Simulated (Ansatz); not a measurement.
# RuBr2: the cost of one run

Computed with Ansatz 0.2.0 (DFT r2SCAN, scalar-relativistic, plane waves, PAW, unless a step's input says otherwise).

2 further runs of the same task are left out: 2 that didn't finish.

**1. The structure to begin with**

Symmetry: Fd-3m, No. 227, cubic system. The conventional cell has a = 8.355 Å, b = 8.355 Å, c = 8.355 Å, α = 90.00°, β = 90.00°, γ = 90.00°. Ru (site symmetry -43m) has 12 Br at 3.46 Å and 4 Ru at 3.62 Å as nearest neighbours. Around Br (site symmetry -3m) lie 6 Br at 2.95 Å and 6 Ru at 3.46 Å.

Coordinates:

```
Ru Br
1.0
     0.00000    4.17747    4.17747
     4.17747    0.00000    4.17747
     4.17747    4.17747    0.00000
Ru Br
2 4
Direct
  0.00000 0.00000 0.00000
  0.25000 0.25000 0.25000
  0.62500 0.62500 0.62500
  0.12500 0.62500 0.62500
  0.62500 0.62500 0.12500
  0.62500 0.12500 0.62500
```

(A quick probe on a coarse mesh, which set the mesh and smearing, is not shown.)

**3. Relaxing cell and atoms**

input.yaml

```yaml
crystal:
  lattice:
    - [0.0, 4.1774717469, 4.1774717469]
    - [4.1774717469, 0.0, 4.1774717469]
    - [4.1774717469, 4.1774717469, 0.0]
  atoms:
    - { symbol: Ru, position: [0.0, 0.0, 0.0], spin: 3.18 }
    - { symbol: Ru, position: [0.25, 0.25, 0.25], spin: 3.18 }
    - { symbol: Br, position: [0.625, 0.625, 0.625] }
    - { symbol: Br, position: [0.125, 0.625, 0.625] }
    - { symbol: Br, position: [0.625, 0.625, 0.125] }
    - { symbol: Br, position: [0.625, 0.125, 0.625] }
basis:
  ecutwfc: 500
kpoints:
  mp_grid: { grid: [8, 8, 8] }
hamiltonian:
  xc: r2scan
scf:
  occupations: { method: gaussian, width: 0.1 }
output:
  forces: true
  stress: true
  eigenvalues: true
  populations: true
magnetization:
  spin_polarized: true
relax:
  adjacent_minimum: "off"
  f_tol: 0.01
  max_steps: 80
  cell: { stress_tol: 0.05 }
```

Command:

```bash
> ansatz run input.yaml --threads 1 --pin off --max-ram 2560MiB --backend cpu --events-out ev --progress --plain --runs-dir out
```

Q: Estimate wall time and peak memory on 1 thread of Intel Xeon 6975P-C (Granite Rapids), shared host.

About 2.6 min, with a peak of 1.1 GiB.
